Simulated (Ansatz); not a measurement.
**CH5AlFNO: one species, many methods**

How much do the methods differ for CH5AlFNO? The plan is to run it at one geometry with functionals of several rungs and with coupled cluster. The yardstick is the atomisation energy at the CCSD(T) limit.

Computed with Ansatz 0.2.0, Gaussian basis. Level: functionals in def2-TZVPP, the program's frozen cores in correlated methods.

The runs, in order: PBE-D4, r2SCAN-D4, PBE0-D4, B3LYP-D4, ωB97X-V, ωB97M-V, B2PLYP; CCSD(T)/def2-TZVPP; MP2/def2-QZVPP; extrapolation to the limit.

## 1. The geometry

An earlier PBE0-D4 in a triple-zeta def2 set relaxation fixed the geometry.

10 atoms, charge 0, spin multiplicity 1.

Atoms are counted from 1 here; the program's logs count them from 0.

Bond lengths: N1–C2 1.294 Å, N1–H6 1.014 Å, N1–H7 1.013 Å, C2–F4 1.311 Å, C2–Al5 2.118 Å, O3–Al5 1.723 Å, O3–H8 0.955 Å, Al5–H9 1.630 Å, Al5–H10 1.596 Å. Angles: C2–N1–H6 115.7°, C2–N1–H7 123.6°, H6–N1–H7 120.7°, N1–C2–F4 112.0°, N1–C2–Al5 118.4°, F4–C2–Al5 129.5°, Al5–O3–H8 121.3°, C2–Al5–O3 107.6°, C2–Al5–H9 91.2°, C2–Al5–H10 101.6°, O3–Al5–H9 116.9°, O3–Al5–H10 116.5°, H9–Al5–H10 117.3°.

## 2. PBE-D4 (GGA)

File in.yaml:

```yaml
crystal:
  periodic: [false, false, false]
  atoms:
    - {symbol: N, position_ang: [-0.816302, 1.465035, 0.506645]}
    - {symbol: C, position_ang: [-0.480766, 0.250841, 0.804363]}
    - {symbol: O, position_ang: [0.308152, -2.200971, -0.936839]}
    - {symbol: F, position_ang: [-1.097326, -0.180070, 1.877512]}
    - {symbol: Al, position_ang: [0.979824, -0.711932, -0.390206]}
    - {symbol: H, position_ang: [-0.379265, 1.851913, -0.322155]}
    - {symbol: H, position_ang: [-1.464199, 2.018052, 1.055724]}
    - {symbol: H, position_ang: [-0.157170, -2.259772, -1.768194]}
    - {symbol: H, position_ang: [0.981749, 0.528924, -1.446593]}
    - {symbol: H, position_ang: [2.208503, -0.813221, 0.622744]}
basis:
  gaussian: {orbitals: def2-TZVPP}
hamiltonian: {xc: pbe, dispersion: d4}
output: {forces: true, orbitals: {seedname: orbitals}}
```

Command:

```
$ ansatz run in.yaml --threads 4 --pin off --events-out ev --progress --plain --max-ram 10444MiB
```

The runs that follow: r2SCAN-D4 (meta-GGA); PBE0-D4 (hybrid); B3LYP-D4 (hybrid); ωB97X-V (range-separated); ωB97M-V (range-separated); B2PLYP (double hybrid); CCSD(T) in def2-TZVPP; MP2 in def2-QZVPP.

Q: Predict the results of all the runs planned. Wanted: atomisation energy, CCSD(T)/CBS; farthest; mean size of error, hybrid; mean size of error, range-separated; gap, smallest and largest; T1 diagnostic; triples share of the correlation energy.

The runs gave:

| quantity | value |
| --- | --- |
| atomisation energy, CCSD(T)/CBS | 828.3 kcal/mol |
| functionals within 4.1 kcal/mol (0.5 %) | r2SCAN-D4, B3LYP-D4, ωB97X-V, ωB97M-V |
| farthest | PBE-D4 (+17.3 kcal/mol) |
| mean size of error, hybrid | 4.4 kcal/mol |
| mean size of error, range-separated | 2.4 kcal/mol |
| gap, smallest and largest | 3.02 eV (PBE-D4), 10.24 eV (ωB97X-V) |
| T1 diagnostic | 0.0141 |
| triples share of the correlation energy | 3.5 % |

What this shows: PBE-D4 is off by +17.3 kcal/mol. Double hybrids carry the basis error of their MP2 part in triple zeta, and no dispersion term here, so their miss is partly the set-up's. Misses under about 4.1 kcal/mol are within the doubt on the reference itself, which lacks core-valence correlation, relativity and higher excitations. Hartree-Fock recovers 68 % of the binding; the rest is correlation. The gap grows from 3.0 to 10.2 eV across the functionals, mostly with the share of exact exchange.
